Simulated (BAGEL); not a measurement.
# UHF/3-21G (density fitting with qzvpp-jkfit) run of Si2H3ClF (SMILES F[SiH][SiH2]Cl)

What is the vertical ionisation energy of Si2H3ClF at UHF/3-21G (density fitting with qzvpp-jkfit)? 

The calculation is run with BAGEL 1.2.2.

1 further run of the same task is left out (it didn't finish). Runs told in other sessions of the task aren't counted.

## Step 1: The system as given

Si2H3ClF: 7 atoms, total charge 0, spin state doublet. SMILES: `F[SiH][SiH2]Cl`. The coordinates come from a PBE0-D4/def2-TZVP relaxation. This is one conformer, not always the lowest.

Bond lengths: F1–Si2 1.610 Å, Si2–Si3 2.344 Å, Si3–Cl4 2.062 Å, Si2–H5 1.492 Å, Si3–H6 1.486 Å, Si3–H7 1.483 Å. Angles: F1–Si2–Si3 111.0°, Si2–Si3–Cl4 104.1°, F1–Si2–H5 107.4°, Si3–Si2–H5 112.6°, Si2–Si3–H6 114.8°, Si2–Si3–H7 111.5°, Cl4–Si3–H6 108.3°, Cl4–Si3–H7 108.7°, H6–Si3–H7 109.2°.

## Step 2: A single-point energy at UHF/3-21G (density fitting with qzvpp-jkfit)

Input file hf.json:

```json
{ "bagel" : [

{
  "title" : "molecule",
  "basis" : "3-21g",
  "df_basis" : "qzvpp-jkfit",
  "angstrom" : "true",
  "geometry" : [
    { "atom" : "F", "xyz" : [   -0.711100,   -1.904300,    1.447600 ] },
    { "atom" : "Si", "xyz" : [   -0.864900,   -1.133800,    0.042900 ] },
    { "atom" : "Si", "xyz" : [    0.757100,    0.544300,   -0.177200 ] },
    { "atom" : "Cl", "xyz" : [    0.253100,    1.504900,   -1.930300 ] },
    { "atom" : "H", "xyz" : [   -2.255700,   -0.597500,   -0.021700 ] },
    { "atom" : "H", "xyz" : [    0.767100,    1.548800,    0.918100 ] },
    { "atom" : "H", "xyz" : [    2.115800,   -0.030600,   -0.325200 ] }
  ]
},
{ "title" : "uhf", "charge" : 0, "nopen" : 1 },
{ "title" : "print", "file" : "orbitals.molden", "orbitals" : "true" }

]}
```

Launch:

```
$ BAGEL_NUM_THREADS=1 BAGEL hf.json > hf.out
```

What it wrote:

```text
* using 1 threads per process

  ===============================================================
  ===============================================================

  *** Geometry ***

  { "atom" : "F", "xyz" : [     -1.343784,     -3.598605,      2.735568 ] },
  { "atom" : "Si", "xyz" : [     -1.634424,     -2.142571,      0.081069 ] },
  { "atom" : "Si", "xyz" : [      1.430712,      1.028578,     -0.334859 ] },
  { "atom" : "Cl", "xyz" : [      0.478290,      2.843849,     -3.647738 ] },
  { "atom" : "H", "xyz" : [     -4.262655,     -1.129111,     -0.041007 ] },
  { "atom" : "H", "xyz" : [      1.449609,      2.926808,      1.734958 ] },
  { "atom" : "H", "xyz" : [      3.998283,     -0.057826,     -0.614539 ] },

  Number of auxiliary basis functions:      515

  Since a DF basis is specified, we compute 2- and 3-index integrals:
    o Being stored without compression. Storage requirement is 0.012 GB

  Number of basis functions:       54
  Number of electrons      :       57

    * METHOD: MOLECULE                             0.17

  *** Open-shell HF ***

  === Nuclear Repulsion ===
   255.0944510318

      * DIIS with orbital gradients will be used.

  === UHF iteration (3-21g) ===
      0      -1132.64839334          0.03784572           0.09
      1      -1132.74429477          0.02315633           0.08
      2      -1132.76695836          0.01356352           0.09
      3      -1132.77686025          0.00095394           0.09
      4      -1132.77722907          0.00037482           0.08
      5      -1132.77730610          0.00013959           0.08
      6      -1132.77732748          0.00003741           0.08
      7      -1132.77733103          0.00001271           0.08
      8      -1132.77733172          0.00000591           0.08
      9      -1132.77733191          0.00000237           0.08
     10      -1132.77733194          0.00000104           0.08
     11      -1132.77733194          0.00000043           0.08
     12      -1132.77733194          0.00000019           0.09
     13      -1132.77733194          0.00000009           0.08
     14      -1132.77733194          0.00000005           0.08
     15      -1132.77733194          0.00000003           0.08
     16      -1132.77733194          0.00000001           0.09
     17      -1132.77733194          0.00000000           0.09
    * SCF iteration converged.

    * S^2 (UHF) is 0.7532

    * Permanent dipole moment:
           (   -0.155433,     0.325200,    -0.268438) a.u.

    * METHOD: UHF                                  1.63

    * METHOD: PRINT                                0.01

  ===============================================================
```

Wall time 2 s (1 thread of AMD EPYC 9B14 (Zen 4), shared host).

## Step 3: The singlet cation at the same level

Input file input.json:

```json
{ "bagel": [

{
  "title": "molecule",
  "basis": "3-21g",
  "df_basis": "qzvpp-jkfit",
  "angstrom": true,
  "geometry": [
    { "atom": "F", "xyz": [   -0.711100,   -1.904300,    1.447600 ] },
    { "atom": "Si", "xyz": [   -0.864900,   -1.133800,    0.042900 ] },
    { "atom": "Si", "xyz": [    0.757100,    0.544300,   -0.177200 ] },
    { "atom": "Cl", "xyz": [    0.253100,    1.504900,   -1.930300 ] },
    { "atom": "H", "xyz": [   -2.255700,   -0.597500,   -0.021700 ] },
    { "atom": "H", "xyz": [    0.767100,    1.548800,    0.918100 ] },
    { "atom": "H", "xyz": [    2.115800,   -0.030600,   -0.325200 ] }
  ]
},
{
  "title": "hf",
  "charge": 1
},
{
  "title": "print",
  "file": "orbitals.molden",
  "orbitals": true
}

]}
```

Launch:

```
$ BAGEL_NUM_THREADS=1 BAGEL input.json > input.out
```

What it wrote:

```text
* using 1 threads per process

  ===============================================================
  ===============================================================

  *** Geometry ***

  { "atom" : "F", "xyz" : [     -1.343784,     -3.598605,      2.735568 ] },
  { "atom" : "Si", "xyz" : [     -1.634424,     -2.142571,      0.081069 ] },
  { "atom" : "Si", "xyz" : [      1.430712,      1.028578,     -0.334859 ] },
  { "atom" : "Cl", "xyz" : [      0.478290,      2.843849,     -3.647738 ] },
  { "atom" : "H", "xyz" : [     -4.262655,     -1.129111,     -0.041007 ] },
  { "atom" : "H", "xyz" : [      1.449609,      2.926808,      1.734958 ] },
  { "atom" : "H", "xyz" : [      3.998283,     -0.057826,     -0.614539 ] },

  Number of auxiliary basis functions:      515

  Since a DF basis is specified, we compute 2- and 3-index integrals:
    o Being stored without compression. Storage requirement is 0.012 GB

  Number of basis functions:       54
  Number of electrons      :       57

    * METHOD: MOLECULE                             0.17

  *** RHF ***

  === Nuclear Repulsion ===
   255.0944510318

      * DIIS with orbital gradients will be used.

  === RHF iteration (3-21g) ===
      0      -1132.29068230          0.02097128           0.05
      1      -1132.41408651          0.01454980           0.04
      2      -1132.45983507          0.00137113           0.04
      3      -1132.46083475          0.00041417           0.04
      4      -1132.46096245          0.00012315           0.04
      5      -1132.46097641          0.00004261           0.04
      6      -1132.46097816          0.00001096           0.04
      7      -1132.46097828          0.00000304           0.04
      8      -1132.46097828          0.00000104           0.04
      9      -1132.46097828          0.00000046           0.04
     10      -1132.46097828          0.00000018           0.04
     11      -1132.46097829          0.00000007           0.04
     12      -1132.46097828          0.00000003           0.04
     13      -1132.46097829          0.00000001           0.04
    * SCF iteration converged.

    * Permanent dipole moment:
           (    0.651596,     1.619314,    -0.600559) a.u.

    * METHOD: HF                                   0.72

    * METHOD: PRINT                                0.01

  ===============================================================
```

Run time: 1.1 s. Hardware: 1 thread of AMD EPYC 9B14 (Zen 4), shared host.

## Step 4: Outcome

Level: UHF/3-21G (density fitting with qzvpp-jkfit).

| quantity | value |
| --- | --- |
| doublet Si2H3ClF: total energy | -1132.77733 Eh |
| doublet Si2H3ClF: dipole moment | 1.14 D |
| doublet Si2H3ClF: ⟨S²⟩ | 0.753 |
| singlet cation: total energy | -1132.46098 Eh |
| singlet cation: HOMO energy | -16.97 eV |
| singlet cation: LUMO energy | -7.75 eV |
| singlet cation: HOMO–LUMO gap | 9.22 eV |
| vertical ionisation energy (to the singlet cation) | 8.608 eV |

What this shows: Removing an electron at fixed nuclei costs 8.61 eV (199 kcal/mol).
